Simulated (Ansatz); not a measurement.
**C8H4N2: a ladder of functionals and wavefunction methods**

The task here is to estimate one member of a computed series from the others.

Method: functionals in def2-TZVPP, the program's frozen cores in correlated methods; program: Ansatz 0.2.0, Gaussian basis.

Levels to be run: LDA (SPW92), PBE-D4, revPBE-D4, BLYP-D4, r2SCAN-D4, B97M-V, PBE0-D4, B3LYP-D4, r2SCANh-D4, r2SCAN0-D4, HSE06-D4, BHLYP-D4, CAM-B3LYP-D4, LC-ωPBE, ωB97X-V, ωB97M-V, B2PLYP, PBE-QIDH; CCSD(T)/def2-SVP; CCSD(T)/def2-TZVPP; MP2/def2-QZVPP; extrapolation to the limit; RPA on PBE.

### The geometry

The geometry comes from an earlier relaxation with PBE0-D4 in a triple-zeta def2 set; it is a stationary point, not always the lowest conformer.

SMILES `N#Cc1ccccc1C#N`, 14 atoms, charge 0, spin multiplicity 1.

Atoms are counted from 1 here; the program's logs count them from 0.

Bond lengths: N1–C2 1.151 Å, C2–C3 1.425 Å, C3–C4 1.392 Å, C3–C8 1.404 Å, C4–C5 1.384 Å, C4–H11 1.083 Å, C5–C6 1.388 Å, C5–H12 1.083 Å, C6–C7 1.384 Å, C6–H13 1.083 Å, C7–C8 1.392 Å, C7–H14 1.083 Å, C8–C9 1.425 Å, C9–N10 1.151 Å. Angles: N1–C2–C3 178.7°, C2–C3–C4 119.5°, C2–C3–C8 120.8°, C4–C3–C8 119.7°, C3–C4–C5 120.1°, C3–C4–H11 119.1°, C5–C4–H11 120.8°, C4–C5–C6 120.2°, C4–C5–H12 119.6°, C6–C5–H12 120.1°, C5–C6–C7 120.2°, C5–C6–H13 120.1°, C7–C6–H13 119.6°, C6–C7–C8 120.1°, C6–C7–H14 120.8°, C8–C7–H14 119.1°, C3–C8–C7 119.7°, C3–C8–C9 120.8° and more.

Set-up of the first run:

in.yaml reads:

```yaml
crystal:
  periodic: [false, false, false]
  atoms:
    - {symbol: N, position_ang: [1.303708, -2.778412, 1.738422]}
    - {symbol: C, position_ang: [0.827364, -1.909393, 1.153025]}
    - {symbol: C, position_ang: [0.212489, -0.853242, 0.419709]}
    - {symbol: C, position_ang: [-0.994098, -1.084072, -0.234549]}
    - {symbol: C, position_ang: [-1.601306, -0.067098, -0.949820]}
    - {symbol: C, position_ang: [-1.011693, 1.187005, -1.018976]}
    - {symbol: C, position_ang: [0.187700, 1.429664, -0.373123]}
    - {symbol: C, position_ang: [0.808923, 0.415435, 0.349792]}
    - {symbol: C, position_ang: [2.044023, 0.678725, 1.010466]}
    - {symbol: N, position_ang: [3.040562, 0.916553, 1.534998]}
    - {symbol: H, position_ang: [-1.445439, -2.066161, -0.174128]}
    - {symbol: H, position_ang: [-2.540237, -0.255391, -1.455942]}
    - {symbol: H, position_ang: [-1.488319, 1.982009, -1.579336]}
    - {symbol: H, position_ang: [0.656311, 2.404348, -0.420549]}
basis:
  gaussian: {orbitals: def2-TZVPP}
hamiltonian: {xc: lda}
output: {orbitals: {seedname: orbitals}}
```

The run is started by

```console
ansatz run in.yaml --threads 2 --pin off --events-out ev --progress --plain --max-ram 32768MiB --backend cuda --devices 0, --max-vram 18GiB
```

Steps of the session up to this table: LDA; PBE-D4 (GGA); revPBE-D4 (GGA); BLYP-D4 (GGA); r2SCAN-D4 (meta-GGA); B97M-V (meta-GGA); PBE0-D4 (hybrid); B3LYP-D4 (hybrid); r2SCANh-D4 (hybrid); r2SCAN0-D4 (hybrid); HSE06-D4 (hybrid); BHLYP-D4 (hybrid); CAM-B3LYP-D4 (range-separated); LC-ωPBE (range-separated); ωB97X-V (range-separated); ωB97M-V (range-separated); B2PLYP (double hybrid); PBE-QIDH (double hybrid).

One of the session's tables, all rows but one given; the rest of the session is left out.

It belongs to the step «Orbital energies across the functionals». 

```
  functional  HOMO (eV)  LUMO (eV)  gap (eV)
 LDA (SPW92)      -7.56      -3.56      4.00
      PBE-D4      -7.32      -3.30      4.02
   revPBE-D4      -7.24      -3.21      4.02
     BLYP-D4      -7.13      -3.13      4.00
   r2SCAN-D4      -7.52      -3.22      4.30
      B97M-V      -7.44      -3.09      4.36
     PBE0-D4          ?          ?         ?
    B3LYP-D4      -8.11      -2.67      5.44
  r2SCANh-D4      -7.90      -2.92      4.98
  r2SCAN0-D4      -8.48      -2.48      6.01
    HSE06-D4      -7.95      -2.88      5.07
    BHLYP-D4      -9.17      -1.54      7.63
CAM-B3LYP-D4      -9.52      -1.46      8.06
     LC-ωPBE     -10.80      -0.50     10.30
     ωB97X-V     -10.43      -0.48      9.95
     ωB97M-V     -10.34      -0.51      9.83
```

Estimate the missing values for PBE0-D4.

As computed: HOMO (eV): -8.34; LUMO (eV): -2.51; gap (eV): 5.83. In the column «HOMO (eV)» it lies between r2SCAN0-D4 (-8.48) and B3LYP-D4 (-8.11).
